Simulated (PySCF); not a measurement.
# C3H7PSi: the cost of one run

Programs: PySCF 2.14.0, with density-fitted response routines of our own. Each step states its level of theory. These are calculated values for one molecule in the gas phase, unless marked as measured. Atoms are numbered from 0 throughout.

## (1) Starting geometry

12 atoms, charge 0, multiplicity 1; geometry from: GFN2-xTB. The atoms were then displaced at random by about 0.01 Å, so the start is not that level's minimum.

Bonds of the start (Å): C0–C1 1.23, C1–Si2 1.86, Si2–C3 1.85, Si2–P4 2.25, C0–H5 1.02, Si2–H6 1.48, C3–H7 1.08, C3–H8 1.06, C3–H9 1.12, P4–H10 1.40, P4–H11 1.40.

## (2) Relaxing the molecule at PBE0-D3(BJ)/def2-SVP

What the job is given:

```
{"job": {"xc": "PBE0", "basis": "def2-SVP", "d3": "d3bj", "grid": 1, "shake": 0.01, "kind": "geom"}, "charge": 0, "multiplicity": 1}
C      2.427510    -1.448000    -0.568790
C      1.427010    -0.862520    -0.153230
Si    -0.080310     0.049670     0.457970
C     -1.598430    -0.664280    -0.331880
P      0.145100     2.178750    -0.241700
H      3.253810    -1.917720    -0.942230
H     -0.080350    -0.100470     1.933640
H     -1.743450    -1.707000    -0.072840
H     -1.586590    -0.590050    -1.392370
H     -2.520750    -0.132060     0.008950
H     -0.802710     2.680840     0.662280
H      1.198840     2.484560     0.631170
```

The run is started by

```
$ OMP_NUM_THREADS=1 python probes_run.py task.json out
```

The driver reads the jobs from task.json and runs them one after another.

Q: Estimate the wall time and peak memory of this first job on 1 thread of Arm Neoverse V1, shared host.

About 39 s, with a peak of 0.48 GiB.
